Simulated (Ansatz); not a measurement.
**SrSnP: properties at the relaxed cell**

The task, for SrSnP: fit an equation of state.

Program: Ansatz 0.2.0. Level of theory: DFT r2SCAN, scalar-relativistic, plane waves, PAW. These are calculated values, not measurements.

1 further run of the same task is left out (set aside as unsound or not needed). Runs told in other sessions of the task aren't counted.

## (1) The structure to begin with

It takes space group P4/nmm (No. 129, tetragonal). Conventional cell: a = 4.378 Å, b = 4.378 Å, c = 8.982 Å, α = 90.00°, β = 90.00°, γ = 90.00°. Around Sr (site symmetry 4mm) lie 5 P at 3.06 to 3.10 Å and 1 Sn at 3.46 Å. Sn (site symmetry 4mm) has 1 P at 2.46 Å in its first shell of neighbours. P (site symmetry 4mm) is surrounded by 1 Sn at 2.46 Å and 5 Sr at 3.06 to 3.10 Å.

Coordinates:

```
CELL_PARAMETERS angstrom
4.37823 0.00000 0.00000
0.00000 4.37823 0.00000
0.00000 0.00000 8.98226
ATOMIC_POSITIONS crystal
Sr 0.00000 0.50000 0.66687
Sr 0.50000 0.00000 0.33313
Sn 0.50000 0.00000 0.94801
Sn 0.00000 0.50000 0.05199
P 0.00000 0.50000 0.32567
P 0.50000 0.00000 0.67433
```

It goes back to an entry of the Materials Project, which need not be the stable form.

This cell was relaxed beforehand with the same method: volume 28.70 Å³/atom, gap on the mesh none (metal).

## (2) The cell scaled to 0.97 of its volume

File input.yaml:

```yaml
crystal:
  lattice:
    - [4.3340060475, 0.0, 0.0]
    - [0.0, 4.3340060475, 0.0]
    - [0.0, 0.0, 8.8915277219]
  atoms:
    - { symbol: Sr, position: [0.0, 0.5, 0.6668679851] }
    - { symbol: Sr, position: [0.5, 0.0, 0.3331320149] }
    - { symbol: Sn, position: [0.5, 0.0, 0.9480080252] }
    - { symbol: Sn, position: [0.0, 0.5, 0.0519919748] }
    - { symbol: P, position: [0.0, 0.5, 0.3256738289] }
    - { symbol: P, position: [0.5, 0.0, 0.6743261711] }
basis:
  ecutwfc: 500
kpoints:
  mp_grid: { grid: [8, 8, 4] }
hamiltonian:
  xc: r2scan
scf:
  occupations: { method: gaussian, width: 0.1 }
output:
  forces: true
  stress: true
  eigenvalues: true
relax:
  adjacent_minimum: "off"
  f_tol: 0.01
  max_steps: 30
  cell: { stress_tol: 0.1, fix: [volume] }
```

Command:

```
$ ansatz run input.yaml --threads 2 --pin off --max-ram 5120MiB --backend cpu --events-out ev --progress --plain --runs-dir out
```

## (3) Volume × 1.03

input.yaml, as its differences from that of step 2:

```diff
@@ -2,5 +2,5 @@
   lattice:
-    - [4.3340060475, 0.0, 0.0]
-    - [0.0, 4.3340060475, 0.0]
-    - [0.0, 0.0, 8.8915277219]
+    - [4.4215853211, 0.0, 0.0]
+    - [0.0, 4.4215853211, 0.0]
+    - [0.0, 0.0, 9.0712029532]
   atoms:
```

## (4) The cell scaled to 0.94 of its volume

File input.yaml:

```yaml
crystal:
  lattice:
    - [4.2873534038, 0.0, 0.0]
    - [0.0, 4.2873534038, 0.0]
    - [0.0, 0.0, 8.8050730816]
  atoms:
    - { symbol: Sr, position: [0.0, 0.5, 0.6672877485] }
    - { symbol: Sr, position: [0.5, 0.0, 0.3327122515] }
    - { symbol: Sn, position: [0.5, 0.0, 0.948347377] }
    - { symbol: Sn, position: [0.0, 0.5, 0.051652623] }
    - { symbol: P, position: [0.0, 0.5, 0.3268141305] }
    - { symbol: P, position: [0.5, 0.0, 0.6731858695] }
basis:
  ecutwfc: 500
kpoints:
  mp_grid: { grid: [8, 8, 4] }
hamiltonian:
  xc: r2scan
scf:
  occupations: { method: gaussian, width: 0.1 }
output:
  forces: true
  stress: true
  eigenvalues: true
relax:
  adjacent_minimum: "off"
  f_tol: 0.01
  max_steps: 30
  cell: { stress_tol: 0.1, fix: [volume] }
```

## (5) The cell scaled to 1.06 of its volume

File input.yaml:

```yaml
crystal:
  lattice:
    - [4.4643415432, 0.0, 0.0]
    - [0.0, 4.4643415432, 0.0]
    - [0.0, 0.0, 9.1574534197]
  atoms:
    - { symbol: Sr, position: [0.0, 0.5, 0.6664119991] }
    - { symbol: Sr, position: [0.5, 0.0, 0.3335880009] }
    - { symbol: Sn, position: [0.5, 0.0, 0.9473536672] }
    - { symbol: Sn, position: [0.0, 0.5, 0.0526463328] }
    - { symbol: P, position: [0.0, 0.5, 0.3247816243] }
    - { symbol: P, position: [0.5, 0.0, 0.6752183757] }
basis:
  ecutwfc: 500
kpoints:
  mp_grid: { grid: [8, 8, 4] }
hamiltonian:
  xc: r2scan
scf:
  occupations: { method: gaussian, width: 0.1 }
output:
  forces: true
  stress: true
  eigenvalues: true
relax:
  adjacent_minimum: "off"
  f_tol: 0.01
  max_steps: 30
  cell: { stress_tol: 0.1, fix: [volume] }
```

## (6) The cell scaled to 0.91 of its volume

File input.yaml:

```yaml
crystal:
  lattice:
    - [4.2402240656, 0.0, 0.0]
    - [0.0, 4.2402240656, 0.0]
    - [0.0, 0.0, 8.714599999]
  atoms:
    - { symbol: Sr, position: [0.0, 0.5, 0.6679674566] }
    - { symbol: Sr, position: [0.5, 0.0, 0.3320325434] }
    - { symbol: Sn, position: [0.5, 0.0, 0.9485559028] }
    - { symbol: Sn, position: [0.0, 0.5, 0.0514440972] }
    - { symbol: P, position: [0.0, 0.5, 0.3281230967] }
    - { symbol: P, position: [0.5, 0.0, 0.6718769033] }
basis:
  ecutwfc: 500
kpoints:
  mp_grid: { grid: [8, 8, 4] }
hamiltonian:
  xc: r2scan
scf:
  occupations: { method: gaussian, width: 0.1 }
output:
  forces: true
  stress: true
  eigenvalues: true
  write_density: true
  write_potential: true
  elf: true
  volumetric_format: npy
relax:
  adjacent_minimum: "off"
  f_tol: 0.01
  max_steps: 30
  cell: { stress_tol: 0.1, fix: [volume] }
```

## (7) Point at V/V0 = 1.10

File input.yaml:

```yaml
crystal:
  lattice:
    - [4.5218312737, 0.0, 0.0]
    - [0.0, 4.5218312737, 0.0]
    - [0.0, 0.0, 9.2629145423]
  atoms:
    - { symbol: Sr, position: [0.0, 0.5, 0.6661871605] }
    - { symbol: Sr, position: [0.5, 0.0, 0.3338128395] }
    - { symbol: Sn, position: [0.5, 0.0, 0.9469672331] }
    - { symbol: Sn, position: [0.0, 0.5, 0.0530327669] }
    - { symbol: P, position: [0.0, 0.5, 0.3237495172] }
    - { symbol: P, position: [0.5, 0.0, 0.6762504828] }
basis:
  ecutwfc: 500
kpoints:
  mp_grid: { grid: [8, 8, 4] }
hamiltonian:
  xc: r2scan
scf:
  occupations: { method: gaussian, width: 0.1 }
output:
  forces: true
  stress: true
  eigenvalues: true
relax:
  adjacent_minimum: "off"
  f_tol: 0.01
  max_steps: 30
  cell: { stress_tol: 0.1, fix: [volume] }
```

## (8) The cell scaled to 0.88 of its volume

File input.yaml:

```yaml
crystal:
  lattice:
    - [4.1922632919, 0.0, 0.0]
    - [0.0, 4.1922632919, 0.0]
    - [0.0, 0.0, 8.6212303668]
  atoms:
    - { symbol: Sr, position: [0.0, 0.5, 0.6688443157] }
    - { symbol: Sr, position: [0.5, 0.0, 0.3311556843] }
    - { symbol: Sn, position: [0.5, 0.0, 0.9486213659] }
    - { symbol: Sn, position: [0.0, 0.5, 0.0513786341] }
    - { symbol: P, position: [0.0, 0.5, 0.3296139495] }
    - { symbol: P, position: [0.5, 0.0, 0.6703860505] }
basis:
  ecutwfc: 500
kpoints:
  mp_grid: { grid: [8, 8, 4] }
hamiltonian:
  xc: r2scan
scf:
  occupations: { method: gaussian, width: 0.1 }
output:
  forces: true
  stress: true
  eigenvalues: true
relax:
  adjacent_minimum: "off"
  f_tol: 0.01
  max_steps: 30
  cell: { stress_tol: 0.1, fix: [volume] }
```

(Steps that only read results are left out.)

**Question.** What will these runs give? Wanted: equilibrium volume of the fit; bulk modulus.

**Answer**, as computed:

| quantity | value |
| --- | --- |
| equilibrium volume of the fit | 28.70 Å³/atom |
| bulk modulus | 45 GPa |
| its pressure derivative | 4.3 |

What this shows: The fit puts the minimum at 28.70 Å³/atom with B = 45 GPa and B' = 4.3.
